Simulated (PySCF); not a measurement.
# A diatomic session: KRb

One job finds the state of KRb, follows it along the bond with each method and fits the curves.

Computed with PySCF 2.14.0. Level: K def2-SVP, Rb def2-SVP with ECP28, scalar-relativistic core potentials.

### Step 1. Input

The job is set up so:

```json
{
  "atoms": "K, Rb",
  "charge": "0",
  "basis": "K def2-SVP, Rb def2-SVP with ECP28",
  "Hamiltonian": "scalar-relativistic core potentials",
  "basis functions": "48",
  "electrons treated": "28",
  "masses in u": "38.9637, 84.9118",
  "levels": "PBE0, PBE, r²SCAN, PW91, M06-L, B3LYP, HF, MP2, SCS-MP2, CCSD, CCSD(T)",
  "grid": "80 radial by 434 angular points",
  "occupations": "held fixed by the projection of orbital angular momentum",
  "dissociation limit": "K + Rb, each in its ground configuration",
  "starting distance in angstrom": "4.005",
  "values of 2S to try": "0, 2"
}
```

On the command line:

```bash
$ OMP_NUM_THREADS=1 python dia.py task.json out
```

Further steps of the session: The PBE0 curve of the state that the search chose; Other states along the same grid; PBE (GGA); r²SCAN (meta-GGA); PW91 (GGA); M06-L; B3LYP (global hybrid GGA); RHF; Adding correlation.

Before running it: what results should come out? Wanted: for each run, Re; ωe; De; μ.

The runs gave:

Lowest PBE0 solution found, without spin–orbit coupling: ¹Σ⁺ (singlet), closed shell. State 2 has its PBE0 minimum 0.46 eV higher. State 3 has its PBE0 minimum 1.15 eV higher. State 4 has its PBE0 minimum 1.43 eV higher, as a spin-mixed determinant (⟨S²⟩ = 1.00), so this is no gap between pure states. The other levels ran on the lowest alone.

```csv
level,Re (Å),ωe (cm⁻¹),De (eV),μ (D)
RHF,4.376,69.1,-0.136,0.71
RHF-MP2,4.107,76.2,0.306,n/a
RHF-SCS-MP2,4.144,74.7,0.358,n/a
RHF-CCSD,4.158,72.5,0.421,n/a
RHF-CCSD(T),4.166,70.8,0.461,n/a
PBE,4.138,72.3,0.56,0.49
PW91,4.131,72.7,0.59,0.48
r²SCAN,4.225,71.8,0.365,0.45
M06-L,4.055,76.9,0.61,-4.39
B3LYP,4.111,73.3,0.482,0.48
PBE0,4.156,74.2,0.485,0.54
```

De is counted to K + Rb in their ground configurations. A positive dipole means K(−)Rb(+).

In words: Bond lengths run from 4.055 Å (M06-L) to 4.376 Å (RHF). CCSD(T) can't serve as the judge here: for a weak bond in this basis it is far from its limit. Of the levels with a De here, RHF gives the least (-0.136 eV) and M06-L the most (0.61 eV).

Correlated steps freeze 5 core orbitals. A negative De means that the minimum lies above the separated atoms at that level. Spin–orbit coupling is left out.
